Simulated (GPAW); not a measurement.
## GeSb2Te4: dielectric tensor with PBE

The system is GeSb2Te4.

```
Te Sb Ge
1.0
    -3.05958    3.05958    6.05142
     3.05958   -3.05958    6.05142
     3.05958    3.05958   -6.05142
Te Sb Ge
4 2 1
Direct
  0.75184 0.75184 0.00000
  0.99838 0.49838 0.50000
  0.24816 0.24816 0.00000
  0.50162 0.00162 0.50000
  0.25000 0.75000 0.50000
  0.50000 0.50000 0.00000
  0.00000 0.00000 0.00000
```

The cell comes from a database or a generator and needn't be the stable form of this composition.

```json
{"Program": "GPAW 26.7.0", "Task": "dielectric tensor", "Functional": "PBE", "Potentials or basis": "GPAW PAW data sets (gpaw-data 1.2.1)", "Cutoff": "450 eV", "Basis": "pw", "k mesh": "5 × 5 × 5", "Occupations": "fermi-dirac, width 0.001 eV", "Spin": "no spin polarisation", "Response ecut": "80 eV", "Maxiter": "150", "Response k mesh": "7 × 7 × 7", "Response bands": "85", "Kernels": "[\"RPA\", \"LR0.1\", \"LR0.3\"]", "Coarser k mesh": "5 × 5 × 5"}
```

```
Band gap on the k mesh                  : 0.14 eV, indirect (least direct gap 0.18 eV)
Electronic dielectric tensor (diagonal) : 865.95, 865.95, 195.27
```

Electronic dielectric tensor:
```
865.95   0.00   0.00
  0.00 865.95   0.00
  0.00   0.00 195.27
```

It took 27 min on 1 thread of Arm Neoverse V2, on a shared host, peak memory 1.2 GiB.

Caveat: the dielectric constant isn't converged in the k mesh; the gap is small at this level, which inflates the dielectric constant; the long-wavelength limit can be off by a per cent or two; spin-orbit coupling is left out, which moves the levels of the heavy elements; an odd mesh through Γ misses points on the zone boundary, where band edges often lie.
